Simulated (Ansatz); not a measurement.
**CH₃BOS: basis-set convergence**

The task here is to estimate one member of a computed series from the others.

Method: one geometry, several basis sets; program: Ansatz 0.2.0, Gaussian basis.

The runs, in order: PBE0-D4/def2-SVP; ωB97M-V/def2-SVP; PBE0-D4/def2-QZVPP; ωB97M-V/def2-QZVPP; the functionals' def2-TZVPP values are taken from earlier runs.

## Structure used throughout

The geometry comes from an earlier relaxation with PBE0-D4 in a triple-zeta def2 set; it is a stationary point, not always the lowest conformer.

SMILES `BSC=O`, 7 atoms, charge 0, spin multiplicity 1.

Atoms are counted from 1 here; the program's logs count them from 0.

Bond lengths: B1–S2 1.767 Å, B1–H5 1.189 Å, B1–H6 1.194 Å, S2–C3 1.805 Å, C3–O4 1.187 Å, C3–H7 1.106 Å. Angles: S2–B1–H5 117.6°, S2–B1–H6 119.6°, H5–B1–H6 122.8°, B1–S2–C3 100.5°, S2–C3–O4 123.0°, S2–C3–H7 112.2°, O4–C3–H7 124.8°.

Set-up of the first run:

The input, in.yaml:

```yaml
crystal:
  periodic: [false, false, false]
  atoms:
    - {symbol: B, position_ang: [0.354122, -0.500087, -1.226592]}
    - {symbol: S, position_ang: [0.455911, -0.995806, 0.466036]}
    - {symbol: C, position_ang: [-0.313466, 0.423884, 1.271826]}
    - {symbol: O, position_ang: [-0.452409, 0.503597, 2.447576]}
    - {symbol: H, position_ang: [0.790714, -1.243938, -2.045443]}
    - {symbol: H, position_ang: [-0.141128, 0.550047, -1.504246]}
    - {symbol: H, position_ang: [-0.632445, 1.194402, 0.545143]}
basis:
  gaussian: {orbitals: def2-SVP}
hamiltonian: {xc: pbe0, dispersion: d4}
output: {orbitals: {seedname: orbitals}}
```

The run is started by

```console
$ ansatz run in.yaml --threads 2 --pin off --events-out ev --progress --plain --max-ram 4352MiB
```

Steps of the session up to this table: PBE0-D4 in def2-SVP; ωB97M-V in def2-SVP; PBE0-D4 in def2-QZVPP; ωB97M-V in def2-QZVPP.

One of the session's tables, all rows but one given; the rest of the session is left out.

It belongs to the step «Functionals by basis». 

| functional | basis | HOMO (eV) | LUMO (eV) |
| --- | --- | --- | --- |
| PBE0-D4 | def2-SVP | -8.11 | -1.95 |
| PBE0-D4 | def2-TZVPP | -8.18 | -2.06 |
| PBE0-D4 | def2-QZVPP | -8.20 | -2.08 |
| ωB97M-V | def2-SVP | ? | ? |
| ωB97M-V | def2-TZVPP | -10.42 | 0.01 |
| ωB97M-V | def2-QZVPP | -10.45 | -0.05 |

Q: Estimate the row for ωB97M-V, def2-SVP from the others.

**Answer.** HOMO (eV): -10.31; LUMO (eV): 0.21. In the column «HOMO (eV)» it lies between ωB97M-V, def2-TZVPP (-10.42) and PBE0-D4, def2-QZVPP (-8.20).
